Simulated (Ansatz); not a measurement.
# C₂H₂AlF: vertical ionisation energy

An exercise on one series of results from a longer session: the logs are not shown, and one member is left open.

Computed with Ansatz 0.2.0, Gaussian basis. Level: unrestricted cation, the program's frozen cores in correlated methods.

The runs, in order: UKS PBE-D4/def2-TZVPP; UKS r2SCAN-D4/def2-TZVPP; UKS PBE0-D4/def2-TZVPP; UKS B3LYP-D4/def2-TZVPP; UKS wB97X-V/def2-TZVPP; UKS wB97M-V/def2-TZVPP; UKS B2PLYP/def2-TZVPP; UHF-CCSD(T)/def2-TZVPP; UHF-MP2/def2-QZVPP; extrapolation to the limit; then −ε(HOMO) from the neutral's earlier runs with LDA (SPW92), PBE-D4, revPBE-D4, BLYP-D4, r2SCAN-D4, B97M-V, PBE0-D4, B3LYP-D4, r2SCANh-D4, r2SCAN0-D4, HSE06-D4, BHLYP-D4, CAM-B3LYP-D4, LC-ωPBE, ωB97X-V, ωB97M-V.

### The relaxed structure

The geometry comes from an earlier relaxation with PBE0-D4 in a triple-zeta def2 set; it is a stationary point.

SMILES `C#[C][AlH][F]`, 6 atoms, charge 0, spin multiplicity 1.

Atoms are counted from 1 here; the program's logs count them from 0.

Bond lengths: C1–C2 1.210 Å, C1–H5 1.067 Å, C2–Al3 1.894 Å, Al3–F4 1.645 Å, Al3–H6 1.567 Å. Angles: C2–C1–H5 179.7°, C1–C2–Al3 178.2°, C2–Al3–F4 117.6°, C2–Al3–H6 124.1°, F4–Al3–H6 118.2°.

The first run:

File in.yaml:

```yaml
crystal:
  periodic: [false, false, false]
  atoms:
    - {symbol: C, position_ang: [1.661888, -0.284785, -0.787047]}
    - {symbol: C, position_ang: [0.576934, -0.111614, -0.280488]}
    - {symbol: Al, position_ang: [-1.100237, 0.209681, 0.538117]}
    - {symbol: F, position_ang: [-2.307588, -0.871416, 0.253864]}
    - {symbol: H, position_ang: [2.616996, -0.441715, -1.235955]}
    - {symbol: H, position_ang: [-1.405893, 1.435748, 1.465308]}
basis:
  gaussian: {orbitals: def2-TZVPP}
total_charge: 1
magnetization: {spin_polarized: true, initial_magnetization: 1}
hamiltonian: {xc: pbe, dispersion: d4}
```

Among the steps run: Cation, UKS PBE-D4/def2-TZVPP; Cation, UKS r2SCAN-D4/def2-TZVPP; Cation, UKS PBE0-D4/def2-TZVPP; Cation, UKS B3LYP-D4/def2-TZVPP; Cation, UKS wB97X-V/def2-TZVPP; Cation, UKS wB97M-V/def2-TZVPP; Cation, UKS B2PLYP (frozen core)/def2-TZVPP; Cation, UHF-CCSD(T)/def2-TZVPP; Cation, UHF-MP2/def2-QZVPP.

One of the session's tables, all rows but one given; the rest of the session is left out.

It belongs to the step «Ionisation energies side by side». Orbital estimates, from the neutral's runs:

```
  functional  −ε(HOMO) (eV)
 LDA (SPW92)           7.51
      PBE-D4           7.31
   revPBE-D4           7.24
     BLYP-D4           7.13
   r2SCAN-D4           7.55
      B97M-V           7.53
     PBE0-D4              ?
    B3LYP-D4           8.27
  r2SCANh-D4           8.01
  r2SCAN0-D4           8.69
    HSE06-D4           8.12
    BHLYP-D4           9.56
CAM-B3LYP-D4           9.89
     LC-ωPBE          11.35
     ωB97X-V          10.92
     ωB97M-V          10.79
```

Q: Estimate the row for PBE0-D4 from the others.

The run gave: −ε(HOMO) (eV): 8.53. In the column «−ε(HOMO) (eV)» it lies between B3LYP-D4 (8.27) and r2SCAN0-D4 (8.69).
